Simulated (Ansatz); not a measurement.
Working through a comparison of magnetic orders of NiAu3, space group Pm-3m

Computed with the Ansatz DFT code, driven from Python.

At the Python prompt:
```pycon
>>> import warnings
>>> import ansatz
>>> import numpy as np
>>> def count_gap(report):
...     # lowest empty less highest filled band, counting bands; zero where they overlap
...     return max(report.get("gap_by_band_count_ev") or 0.0, 0.0)
...
>>> CELL = [
...     (4.028168, 0.0, 0.0),
...     (0.0, 8.056336, 0.0),
...     (0.0, 0.0, 4.028168),
... ]
>>> ATOMS = [
...     ("Ni", (0.0, 0.0, 0.0)),
...     ("Au", (0.5, 0.0, 0.5)),
...     ("Au", (0.0, 0.25, 0.5)),
...     ("Au", (0.5, 0.25, 0.0)),
...     ("Ni", (0.0, 0.5, 0.0)),
...     ("Au", (0.5, 0.5, 0.5)),
...     ("Au", (0.0, 0.75, 0.5)),
...     ("Au", (0.5, 0.75, 0.0)),
... ]
>>> def with_moments(moments):
...     crystal = ansatz.Crystal(lattice=ansatz.Lattice.of(CELL))
...     for (symbol, position), moment in zip(ATOMS, moments):
...         crystal = crystal.atom(symbol, position, moment=moment or None)
...     return crystal
...
>>> warnings.simplefilter("ignore", ansatz.DeckWarning)
>>> # starting moments in muB, one an atom
>>> orders = {
...     "FM": [1.5, 0, 0, 0, 1.5, 0, 0, 0],
...     "AFM": [1.5, 0, 0, 0, -1.5, 0, 0, 0],
... }
>>> rows = []
>>> for label, moments in orders.items():
...     base = (
...         with_moments(moments).calculation()
...         .occupations("fermi_dirac", width=0.1)
...         .kpoints(5, 3, 5, center="gamma")
...         .functional("r2scan")
...         .spin("collinear")
...         .band_table()
...     )
...     summary = base.run(threads=1, backend="cpu").report
...     rows.append((label, summary["free_energy_ev"], summary["magnetization_mub"], summary["absolute_magnetization_mub"], max(abs(m) for m in summary["site_moments_mub"]), count_gap(summary)))
...     print(label, "site moments:", [round(m, 2) for m in summary["site_moments_mub"]])
...
FM site moments: [0.4, -0.0, -0.0, -0.0, 0.4, -0.0, -0.0, -0.0]
AFM site moments: [0.29, 0.0, -0.0, -0.0, -0.29, -0.0, 0.0, 0.0]
>>> lowest = min(row[1] for row in rows)
>>> rows = [(row[0], 1000 * (row[1] - lowest) / 2, *row[2:]) for row in sorted(rows, key=lambda row: row[1])]
>>> print("         order  meV/magnetic atom         net muB    absolute muB  largest site muB  gap by band count eV")
         order  meV/magnetic atom         net muB    absolute muB  largest site muB  gap by band count eV
>>> for row in rows:
...     print(f"{str(row[0]):>14s}  {row[1]:17.2f}  {row[2]:14.3f}  {row[3]:14.3f}  {row[4]:16.3f}  {row[5]:20.3f}")
...
            FM               0.00           0.706           0.975             0.398                 0.000
           AFM               2.77           0.000           0.671             0.292                 0.000
>>> print("lowest of these starts:", rows[0][0])
lowest of these starts: FM
```

In order of energy: ferromagnetic (+0.0 meV an atom, largest site moment 0.40 μB) and antiferro- or ferrimagnetic (+0.7 meV an atom, largest site moment 0.29 μB). These are the states reached from the starts typed.

What to keep in mind:
- The magnetic order follows from the starting moments and needn't be the lowest.
- The mesh is modest for a metal, so energies can be off by several to tens of meV an atom and pressures by half a GPa or more; differences at equal mesh fare better.
- A gap by band count of zero or less means overlapping bands, a metal.
- r2SCAN tends to overestimate the moments of itinerant magnets.
- This cell is a computed structure, which may not be the phase found in nature.
- Levels are Kohn-Sham eigenvalues on this mesh, without spin-orbit coupling.
- Each row is the state reached from that start at the given structure, not necessarily the lowest of its order; other orders weren't tried.
- Run time: 2.7 min on 1 thread of Arm Neoverse V1, with other jobs on the host, peak memory 0.9 GiB.
